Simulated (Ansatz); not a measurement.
**RbLaF2: a short molecular-dynamics run**

What does RbLaF2 do over 60 steps of 0.5 fs under a Langevin thermostat at 600 K? The cell is a randomly packed cell of 8 atoms, taken as it stands, without a relaxation.

All numbers below are computed with Ansatz 0.2.0 (DFT PBE+U, plane waves, PAW, scalar-relativistic, no spin polarisation).

## 1. The starting structure

The cell holds 8 atoms (F4La2Rb2): a = 5.382 Å, b = 5.891 Å, c = 6.018 Å, α = 86.27°, β = 101.28°, γ = 101.34°.

Coordinates:

```
CELL_PARAMETERS angstrom
5.23798 -1.23179 -0.09135
0.19830 5.86621 0.49791
-1.12261 -0.07052 5.91217
ATOMIC_POSITIONS crystal
La 0.27678 0.43144 0.49051
La 0.66354 0.16647 0.28166
Rb 0.35968 0.92600 0.76916
Rb 0.89241 0.72577 0.10572
F 0.93339 0.16921 0.67459
F 0.03098 0.19192 0.94998
F 0.19102 0.44501 0.04813
F 0.69657 0.73745 0.59283
```

## 2. Molecular dynamics

input.yaml reads:

```yaml
crystal:
  lattice:
    - [5.237984, -1.231789, -0.091352]
    - [0.1983, 5.866209, 0.497906]
    - [-1.122614, -0.07052, 5.912168]
  atoms:
    - { symbol: La, position: [0.276777, 0.431437, 0.490509] }
    - { symbol: La, position: [0.663541, 0.166474, 0.281659] }
    - { symbol: Rb, position: [0.35968, 0.925998, 0.769158] }
    - { symbol: Rb, position: [0.892415, 0.725772, 0.105722] }
    - { symbol: F, position: [0.933393, 0.169212, 0.674587] }
    - { symbol: F, position: [0.030982, 0.191917, 0.94998] }
    - { symbol: F, position: [0.19102, 0.445007, 0.048125] }
    - { symbol: F, position: [0.696574, 0.737455, 0.592832] }
kpoints:
  mp_grid: { grid: [2, 2, 2] }
magnetization:
  spin_polarized: false
scf:
  occupations: { method: fermi_dirac, width: 0.05 }
hamiltonian:
  pseudopotentials: { kind: paw }
  xc: pbe
  hubbard: { sites: [{ species: La, l: f, u_eff: 5.0 }], double_counting: fll }
basis:
  ecutwfc: 420
md:
  timestep: 0.5
  n_steps: 60
  ensemble: nvt_langevin
  temperature: 600.0
  initial_velocities: maxwell_boltzmann
  seed: 783023
```

On the command line:

```sh
> ansatz run input.yaml --threads 2 --pin off --max-ram 2560MiB --backend cpu --events-out ev --progress --plain --runs-dir out
```

Q: Predict the outcome of this session. Wanted: temperature, first and last step; temperature, second half; potential energy, second half; mean square displacement, second half.

As calculated:

| quantity | value |
| --- | --- |
| length | 60 steps of 0.5 fs |
| temperature, first and last step | 525 and 3204 K |
| temperature, second half | mean 4436 K, from 3133 to 6194 K |
| potential energy, second half | -702 meV/atom from the start |
| mean square displacement, second half | F 0.466, La 0.004, Rb 0.003 Å² |

In words: Against a set 600 K the second half averages 4436 K, going from 6194 to 3204 K over that half; the potential energy of that half lies 702 meV/atom under the start, so the atoms have moved to lower-lying arrangements, and the energy set free heats the cell. Over the second half F atoms stand 0.7 Å (root mean square) from where they began, and the farthest move is 1.3 Å. Settings off the usual here: kpoints.mp_grid.grid, hamiltonian.hubbard; they were drawn at random, not all are sound, and the numbers needn't be the system's own. Averages from a run of 30 fs with 8 atoms are rough. The k-mesh is coarse for this cell.
